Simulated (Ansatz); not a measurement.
Here is an Ansatz input file for SiO2, space group P6_422. Write the same calculation for the Python package.

```yaml
crystal:
  lattice:
    a: 5.060522
    b: 5.060522
    c: 5.541353
    alpha: 90.0
    beta: 90.0
    gamma: 120.0
  space_group: 181
  atoms:
    - { symbol: Si, position: [0.0, 0.5, 0.3333333333333333] }
    - { symbol: O, position: [0.582789, 0.791395, 0.8333333333333334] }
kpoints:
  mp_grid:
    grid: [6, 6, 4]
hamiltonian:
  xc: lda
scf:
  n_extra_bands: 24
  convergence:
    dr2_threshold: 1.0e-09
  occupations:
    method: fixed
output:
  dos:
    de: 0.05
    projected: true
```

`pdos_sio2.py`:
```python
# -*- coding: utf-8 -*-
"""Projected density of states of SiO2."""

import ansatz as az
import numpy as np


def main():
    sio2 = (
        az.Lattice.from_parameters(5.060522, 5.060522, 5.541353, alpha=90, beta=90, gamma=120)
        .space_group(181)
        .atom("Si", (0.0, 0.5, 1 / 3))
        .atom("O", (0.582789, 0.791395, 5 / 6))
    )

    setup = (
        sio2.calculation()
        .functional("lda")
        .kpoints(6, 6, 4)
        .occupations("fixed")
        .scf(tolerance=1e-09)
        .scf(extra_bands=24)
        .density_of_states(projected=True, energy_step=0.05)
    )
    planned = setup.session().plan(threads=1)
    facts = planned.describe()
    print("plan:", facts["n_bands"], "bands,", len(facts["kpoints_frac"]), "k-points, plane waves", facts["n_pw_range"], "grid", facts["fft_dense"])
    outcome = planned.execute()
    r = outcome.report

    dos = outcome.density_of_states()
    energy = np.asarray(dos.energies_ev) - dos.fermi_ev
    curves = {}
    for site in outcome.projected_density_of_states().sites:
        for shell in site.shells:
            weight = sum(np.sum(curve.g_bin_mean_per_ev, axis=0) for curve in shell.curves)
            name = f"{site.species} {shell.label}"
            curves[name] = curves.get(name, 0) + weight

    step = energy[1] - energy[0]
    windows = [(-6, -3), (-3, 0), (0, 6)]
    print("states by shell in windows of E - E_F (eV):", windows)
    for name, g in curves.items():
        print(f"{name:8s}", " ".join(f"{step * g[(energy >= a) & (energy < b)].sum():8.3f}" for a, b in windows))
    filled = (energy < 0) & (energy > -6)
    for name, g in curves.items():
        if g[filled].sum() * step > 0.5:
            print(f"centre of {name}: {np.average(energy[filled], weights=g[filled]):.2f} eV")


if __name__ == "__main__":
    main()
```

`python pdos_sio2.py` gives:
```text
DeckWarning: atom 1 (O): snapped [0.582789, 0.791395, 0.8333333333333334] → [0.582789, 0.7913945, 0.8333333333333333] within snap_tolerance 1e-3; before the move an operation that keeps the special position carried it 5.06e-6 Å, the largest such distance
DeckWarning: basis.ecutwfc = 420 eV, auto-derived from the records' recommended cutoffs: set by Si (normal level)
plan: 48 bands, 21 k-points, plane waves [2384, 2449] grid [36, 36, 40]
states by shell in windows of E - E_F (eV): [(-6, -3), (-3, 0), (0, 6)]
Si 3S       0.031    0.019    0.023
Si 3P       1.585    0.699    0.006
O 2S        0.173    0.273    0.011
O 2P        7.076   19.904    0.002
centre of Si 3P: -4.00 eV
centre of O 2P: -2.33 eV
```
(Warnings from the package without file and line.)

What to keep in mind:
- Semilocal gaps usually lie well under measured ones.
- With fixed filling the reported Fermi level is the top filled level among the k-points of the SCF.
- This is a high-temperature or high-pressure form, not the ambient phase.
- The crystal has a gap of about 5.45 eV on the mesh; bins of finite width blur the band edges.
- The structure comes from a database of computed cells and needn't be a stable or known phase.
- Curves are summed over the cell's atoms. Only shells that the potentials hold have channels, so projections don't add up to the total, least of all where a shell is missing (p of most metals); heights and places of peaks move with the mesh.
- The density of states is complete only as far up as bands were computed.
- A band centre counts only the states inside the window taken.
- Processor time in the engine: 8.1 s on 1 thread of Intel(R) Xeon(R) Processor @ 2.30GHz, with other jobs on the host, peak memory 0.54 GiB.

(Lines on the test bed's own set-up are left out of the output.)
